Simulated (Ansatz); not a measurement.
# Cl5Nb: the cost of one run

Program: Ansatz 0.2.0, Gaussian basis. Level of theory: functionals in def2-TZVPP, the program's frozen cores in correlated methods. These are calculated values, not measurements.

The runs, in order: LDA (SPW92), PBE-D4, revPBE-D4, BLYP-D4, r2SCAN-D4, B97M-V, PBE0-D4, B3LYP-D4, r2SCANh-D4, r2SCAN0-D4, HSE06-D4, BHLYP-D4, CAM-B3LYP-D4, LC-ωPBE, ωB97X-V, ωB97M-V, B2PLYP, PBE-QIDH; CCSD(T)/def2-SVP; CCSD(T)/def2-TZVPP; MP2/def2-QZVPP; extrapolation to the limit; RPA on PBE.

2 further runs of the same task are left out: 2 that didn't finish.

## Step 1: Structure used throughout

An earlier PBE0-D4 in a triple-zeta def2 set relaxation fixed the geometry. Nb takes the def2 core potential; no spin-orbit term is included.

SMILES `[Cl][Nb]([Cl])([Cl])([Cl])[Cl]`, 6 atoms, charge 0, spin multiplicity 1.

Atoms are counted from 1 here; the program's logs count them from 0.

Bond lengths: Cl1–Nb2 2.261 Å, Nb2–Cl3 2.313 Å, Nb2–Cl4 2.261 Å, Nb2–Cl5 2.313 Å, Nb2–Cl6 2.261 Å. Angles: Cl1–Nb2–Cl3 90.0°, Cl1–Nb2–Cl4 120.0°, Cl1–Nb2–Cl5 90.0°, Cl1–Nb2–Cl6 120.0°, Cl3–Nb2–Cl4 90.0°, Cl3–Nb2–Cl5 180.0°, Cl3–Nb2–Cl6 90.0°, Cl4–Nb2–Cl5 90.0°, Cl4–Nb2–Cl6 120.0°, Cl5–Nb2–Cl6 90.0°.

## Step 2: LDA

This LDA is Slater exchange with PW92 correlation.

Contents of in.yaml:

```yaml
crystal:
  periodic: [false, false, false]
  atoms:
    - {symbol: Cl, position_ang: [-1.102366, -0.012065, -1.978226]}
    - {symbol: Nb, position_ang: [0.007044, -0.010660, -0.007665]}
    - {symbol: Cl, position_ang: [-1.918388, -0.694352, 1.076616]}
    - {symbol: Cl, position_ang: [1.066760, -1.880656, 0.695024]}
    - {symbol: Cl, position_ang: [1.932280, 0.672847, -1.092398]}
    - {symbol: Cl, position_ang: [0.056870, 1.860885, 1.260550]}
basis:
  gaussian: {orbitals: def2-TZVPP}
hamiltonian: {xc: lda}
output: {orbitals: {seedname: orbitals}}
```

Run with:

```console
$ ansatz run in.yaml --threads 2 --pin off --events-out ev --progress --plain --max-ram 22528MiB --backend cpu
```

**Question.** How long does this run take on 2 threads of AMD EPYC 7R13, shared host, and how much memory does it need?

About 4.3 s, with a peak of 0.53 GiB.
